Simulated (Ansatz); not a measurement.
# Cl2H3InOSi: from a rough start to a minimum

The task is to find a stationary geometry of Cl2H3InOSi, then compute its harmonic vibrations to see whether it is a minimum and to get the zero-point energy and entropy, and look at its orbitals and charge.

Method: RKS PBE0-D4/def2-TZVP; program: Ansatz 0.2.0, Gaussian basis.

The runs, in order: relaxation at PBE0-D4/def2-TZVP; harmonic vibrations at the same level; a single point in def2-TZVPP for the fields.

1 further run of the same task is left out (for a known fault of the program).

### Step 1. The system as given

SMILES `[SiH3][O][In]([Cl])[Cl]`, 8 atoms, charge 0, spin multiplicity 1.

Atoms are counted from 1 here; the program's logs count them from 0.

Bond lengths: Si1–O2 1.620 Å, Si1–H6 1.473 Å, Si1–H7 1.471 Å, Si1–H8 1.463 Å, O2–In3 1.963 Å, In3–Cl4 2.286 Å, In3–Cl5 2.283 Å. Angles: O2–Si1–H6 111.0°, O2–Si1–H7 109.8°, O2–Si1–H8 100.7°, H6–Si1–H7 109.1°, H6–Si1–H8 112.8°, H7–Si1–H8 113.2°, Si1–O2–In3 135.4°, O2–In3–Cl4 116.8°, O2–In3–Cl5 115.5°, Cl4–In3–Cl5 127.5°.

As a file:

```xyz
8

Si   -1.1538   -0.0976    0.9860
O     0.2457    0.5092    0.4402
In    1.3947    0.1907   -1.1186
Cl    2.4949   -1.8121   -1.1964
Cl    1.5984    1.9453   -2.5654
H    -1.0897   -1.5659    1.0838
H    -2.2487    0.2772    0.0775
H    -1.2414    0.5531    2.2929
```

The start is a GFN2-xTB geometry. In takes the def2 core potential; no spin-orbit term is included.

### Step 2. Relaxation at PBE0-D4/def2-TZVP

The input, in.yaml:

```yaml
crystal:
  periodic: [false, false, false]
  atoms:
    - {symbol: Si, position_ang: [-1.153790, -0.097610, 0.986030]}
    - {symbol: O, position_ang: [0.245670, 0.509240, 0.440210]}
    - {symbol: In, position_ang: [1.394700, 0.190740, -1.118600]}
    - {symbol: Cl, position_ang: [2.494900, -1.812110, -1.196360]}
    - {symbol: Cl, position_ang: [1.598360, 1.945340, -2.565440]}
    - {symbol: H, position_ang: [-1.089710, -1.565920, 1.083780]}
    - {symbol: H, position_ang: [-2.248700, 0.277200, 0.077510]}
    - {symbol: H, position_ang: [-1.241440, 0.553110, 2.292860]}
basis:
  gaussian: {orbitals: def2-TZVP}
hamiltonian: {xc: pbe0, dispersion: d4}
relax: {f_tol: 0.005, max_steps: 150}
```

Command:

```
$ ansatz run in.yaml --threads 4 --pin off --events-out ev --progress --plain --max-ram 10444MiB
```

Further steps of the session: Harmonic vibrations; Fields at the relaxed geometry.

Q: Predict the results of all the runs planned. Wanted: point group; shift from the start; total energy; dispersion term; dipole moment; lowest, highest wavenumber; HOMO, LUMO.

As calculated:

| quantity | value |
| --- | --- |
| point group | C1 |
| steps | 14 |
| shift from the start (rms) | 0.446 Å |
| total energy | -40185.2506 eV |
| dispersion term | -194 meV |
| dipole moment | 0.29 D |
| lowest, highest wavenumber | -18, 2224 cm⁻¹ |
| HOMO, LUMO | -8.81, -2.74 eV |

**Reading.** The relaxed geometry lies 0.45 Å (rms) from the start; the bond that changed most is Si1–H8, from 1.463 to 1.486 Å. One or more small negative wavenumbers (down to -18 cm⁻¹) point to a very flat motion, so a minimum isn't proven. The stiffest mode, 2224 cm⁻¹, is an Si–H stretch. Harmonic hybrid wavenumbers usually lie a few per cent above measured fundamentals. The largest Mulliken charge, +1.01 e, sits on In3. The HOMO lies mostly on O2 39 %; H7, H8 about 25 % each and the LUMO on In3 47 %; Cl4, Cl5 about 18 % each.
